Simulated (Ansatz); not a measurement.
# C2H6BS radical: small, medium and large basis sets

How large a basis does C2H6BS radical need? Two functionals are run in growing sets.

Program: Ansatz 0.2.0, Gaussian basis. Level of theory: one geometry, several basis sets. These are calculated values, not measurements.

Levels to be run: PBE0-D4/def2-SVP; ωB97M-V/def2-SVP; PBE0-D4/def2-QZVPP; ωB97M-V/def2-QZVPP; the functionals' def2-TZVPP values are taken from earlier runs.

**1. Structure used throughout**

An earlier PBE0-D4 in a triple-zeta def2 set relaxation fixed the geometry.

10 atoms, charge 0, spin multiplicity 2.

Atoms are counted from 1 here; the program's logs count them from 0.

Bond lengths: C1–B2 1.526 Å, C1–H5 1.087 Å, C1–H6 1.086 Å, B2–C3 1.569 Å, B2–S4 1.804 Å, C3–H7 1.097 Å, C3–H8 1.095 Å, C3–H9 1.091 Å, S4–H10 1.343 Å. Angles: B2–C1–H5 122.1°, B2–C1–H6 123.6°, H5–C1–H6 114.3°, C1–B2–C3 122.4°, C1–B2–S4 114.6°, C3–B2–S4 123.0°, B2–C3–H7 109.3°, B2–C3–H8 110.7°, B2–C3–H9 114.9°, H7–C3–H8 105.8°, H7–C3–H9 107.6°, H8–C3–H9 108.2°, B2–S4–H10 98.8°.

**2. PBE0-D4 in def2-SVP**

File in.yaml:

```yaml
crystal:
  periodic: [false, false, false]
  atoms:
    - {symbol: C, position_ang: [-1.347588, 0.728207, -0.615704]}
    - {symbol: B, position_ang: [0.025795, 0.124321, -0.335581]}
    - {symbol: C, position_ang: [0.391966, -0.530247, 1.042830]}
    - {symbol: S, position_ang: [1.179018, 0.205821, -1.720248]}
    - {symbol: H, position_ang: [-2.134387, 0.746735, 0.133882]}
    - {symbol: H, position_ang: [-1.625642, 1.172745, -1.567160]}
    - {symbol: H, position_ang: [-0.198291, -1.444619, 1.177909]}
    - {symbol: H, position_ang: [0.112114, 0.129917, 1.870375]}
    - {symbol: H, position_ang: [1.443688, -0.796528, 1.159168]}
    - {symbol: H, position_ang: [2.236429, -0.387452, -1.142573]}
basis:
  gaussian: {orbitals: def2-SVP}
magnetization: {spin_polarized: true, initial_magnetization: 1}
hamiltonian: {xc: pbe0, dispersion: d4}
output: {orbitals: {seedname: orbitals}}
```

Further steps of the session: ωB97M-V in def2-SVP; PBE0-D4 in def2-QZVPP; ωB97M-V in def2-QZVPP.

Before running them: what should the planned runs give, taken together? Wanted: PBE0-D4: double and triple zeta above quadruple; ωB97M-V: double and triple zeta above quadruple.

The runs gave:

| quantity | value |
| --- | --- |
| PBE0-D4: double and triple zeta above quadruple | 7.29, 0.49 eV |
| ωB97M-V: double and triple zeta above quadruple | 7.45, 0.47 eV |

What this shows: PBE0-D4 gains 6.79 eV from double to triple zeta, then 0.49 eV more. These are total energies; as a rule much of such shifts cancels in differences, which this series doesn't test.
